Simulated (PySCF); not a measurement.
# Gallium: the same states on changed settings

The task here is to estimate one member of a computed series from the others.

Program: PySCF 2.14.0. Level of theory: unrestricted determinants in a Gaussian basis, no spin-orbit coupling in the energies. These are calculated values, not measurements, unless marked.

## What is computed

```
Element                                   : gallium (Z = 31)
Basis                                     : x2c-SVPall (5s4p3d, 32 functions)
Hamiltonian                               : the spin-free X2C one-electron Hamiltonian (Gaussian nucleus)
State 1                                   : Ga⁺: [Ar] 3d10 4s2, closed-shell 1S
State 2                                   : Ga²⁺: [Ar] 3d10 4s1, 2S determinant
Methods                                   : UHF, PBE, TPSS, MP2, CCSD(T)
Core shells frozen in the correlated runs : valence: [Ar] 3d10 (for Ga⁺)
```

Outer shells as boxes (Hund's rule):

Ga+ [Ar] 3d10 4s2
```
[Ar] core
3d [↑↓][↑↓][↑↓][↑↓][↑↓]
4s [↑↓]
```

Ga2+ [Ar] 3d10 4s1
```
[Ar] core
3d [↑↓][↑↓][↑↓][↑↓][↑↓]
4s [↑ ]
```

The sound run (x2c-SVPall, scalar relativity by spin-free X2C-1e, symmetry-adapted start, fine grid, valence correlation) gave:

| species | method | energy (hartree) |
| --- | --- | --- |
| Ga⁺ | UHF | -1941.62789 |
| Ga⁺ | PBE | -1942.99036 |
| Ga⁺ | TPSS | -1943.25290 |
| Ga⁺ | MP2 (valence) | -1941.65218 |
| Ga⁺ | CCSD(T) (valence) | -1941.66378 |
| Ga²⁺ | UHF | -1940.93852 |
| Ga²⁺ | PBE | -1942.22518 |
| Ga²⁺ | TPSS | -1942.49775 |

The runs were made by one driver on top of PySCF. The scripts below sum up each run's settings (the driver also hands on starting orbitals that pick excited configurations, and frozen orbitals as a list rather than a count), and the logs come from the driver's own runs.

Set-up of the first run:

It was started by

```console
$ OMP_NUM_THREADS=1 python atomrun2.py TASK.json OUT
```

input.py

```python
from pyscf import gto, scf, dft, mp, cc
import basis_set_exchange as bse
mol = gto.M(atom="Ga 0 0 0", charge=1, spin=0, symmetry="D2h",
            basis=gto.basis.parse(bse.get_basis("x2c-SVPall", elements=["Ga"], fmt="nwchem", header=False)),
            nucmod="G")
mf = scf.UHF(mol).sfx2c1e()
mf.irrep_nelec = {'Ag': (6, 6), 'B1g': (1, 1), 'B2g': (1, 1), 'B3g': (1, 1), 'B1u': (2, 2), 'B2u': (2, 2), 'B3u': (2, 2)}
mf.init_guess = "1e"
mf.max_cycle = 50
mf.kernel()
```

Steps of the session up to this table: Changed run, Ga⁺: the ladder of methods; Changed run, Ga²⁺, method by method.

One of the session's tables, all rows but one given; the rest of the session is left out.

Ionisation energy of Ga⁺:

| method | sound run (eV) |
| --- | --- |
| UHF | 18.759 |
| PBE | ? |
| TPSS | 20.549 |
| MP2 | 19.419 |
| SCS-MP2 | 19.552 |
| CCSD | 19.735 |
| CCSD(T) | 19.735 |
| CCSDT | 19.735 |
| FCI | 19.735 |

Q: Estimate the row for PBE from the others.

**Answer.** sound run (eV): 20.822. In the column «sound run (eV)» it is the highest.
